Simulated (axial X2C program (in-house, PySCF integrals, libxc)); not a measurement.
**BrS⁻: from the state search to constants**

What are the state, bond length, wavenumber and bond energy of BrS⁻, and what does spin–orbit coupling change?

Method: all-electron X2C, Br dyall-acv3z, S dyall-av3z; program: an in-house X2C program for linear molecules on PySCF integrals.

All values are calculated.

**1. The job**

Input file task.json:

```json
{"zs": [35, 16], "q": -1, "bas": ["dyall-acv3z", "dyall-av3z"], "levels": ["PBE0", "HF", "TPSS"], "cc": true, "r0": 2.17, "thr": -2.0, "nmax": 90, "npts": 10, "nst": 2, "ntry": 6}
```

Keys: zs atomic numbers; q charge; bas basis sets; levels methods (HF also brings MP2); cc coupled cluster on or off; r0 starting distance in Å; thr threshold in hartree for freezing inner shells (an s shell follows its p shell); nmax most natural virtual spinors; npts points asked for on the curve; nst determinants followed; ntry starts of the search.

Command:

```
> python so2c.py task.json out
```

Spin-free means the one-electron spin-free X2C Hamiltonian; two-component (2c) means X2C with spin–orbit coupling and atomic mean-field two-electron Coulomb and Gaunt terms. Basis: Br dyall-acv3z contracted to [9s10p7d5f1g], S dyall-av3z contracted to [9s8p3d2f]; Gaussian nuclei, density fitting. Masses: Br 78.918 u, S 31.972 u.

Notation: σ, π±, δ± give the projection m of an orbital's angular momentum (0, ±1, ±2), α and β its spin, Λ and M_S the sums; ω is the projection of a spinor's total angular momentum and Ω the sum. Logs are in hartree.

Further steps of the session: PBE0, spin-free; HF, spin-free; TPSS, spin-free; Correlated methods, spin-free; A higher determinant, spin-free; PBE0, 2c; HF, 2c; TPSS, 2c; MP2 and beyond, 2c; A higher determinant, 2c.

What does the calculation give? Wanted: for each run, Hamiltonian; Re; ωe; De; μ.

The runs gave:

Lowest determinant found, spin-free: M_S = 0, Λ = 0 (closed shell).

Lowest determinant found, 2c: Ω = 0 (closed shell).

```
Hamiltonian    level  Re (Å)  ωe (cm⁻¹)  De (eV)  μ (D)
  spin-free     PBE0   2.243        382     1.75  -4.16
  spin-free       HF   2.262        370    0.172  -3.83
  spin-free      MP2   2.240        393     1.64    n/a
  spin-free     CCSD   2.269        366     1.47    n/a
  spin-free  CCSD(T)   2.275        361     1.58    n/a
  spin-free     TPSS   2.274        356     1.81  -4.20
         2c     PBE0   2.244        382     1.75  -4.17
         2c       HF   2.263        370    0.170  -3.84
         2c      MP2   2.241        392     1.62    n/a
         2c     CCSD   2.270        366     1.46    n/a
         2c  CCSD(T)   2.276        360     1.56    n/a
         2c     TPSS   2.276        355     1.81  -4.21
```

Dipoles are positive if S is the positive end and refer to the centre of mass.

What this shows: At CCSD(T), going from spin-free to two-component changes Re by +1 mÅ, ωe by -0.2 % and De by -0.02 eV, which is small (part of it comes from the scalar share of the two-electron terms).

De refers to Br- + S. Each curve is one determinant whose occupation by symmetry is held fixed; it was picked as the lowest of a PBE0 search that is not exhaustive. Closed shells are restricted here (equal orbitals for both partners); the stretched side of such a curve lies too high. De is counted from the lowest determinant-based energies of the atoms at the same level, without counterpoise correction. Coupled cluster ran in a truncated set of natural virtual spinors; the MP2 energy of the rest was added. The highest occupied level is positive at some levels of theory, so the basis set holds the extra electron. The meta-GGAs lack a current-density term, which matters for open shells with orbital currents, atoms included.
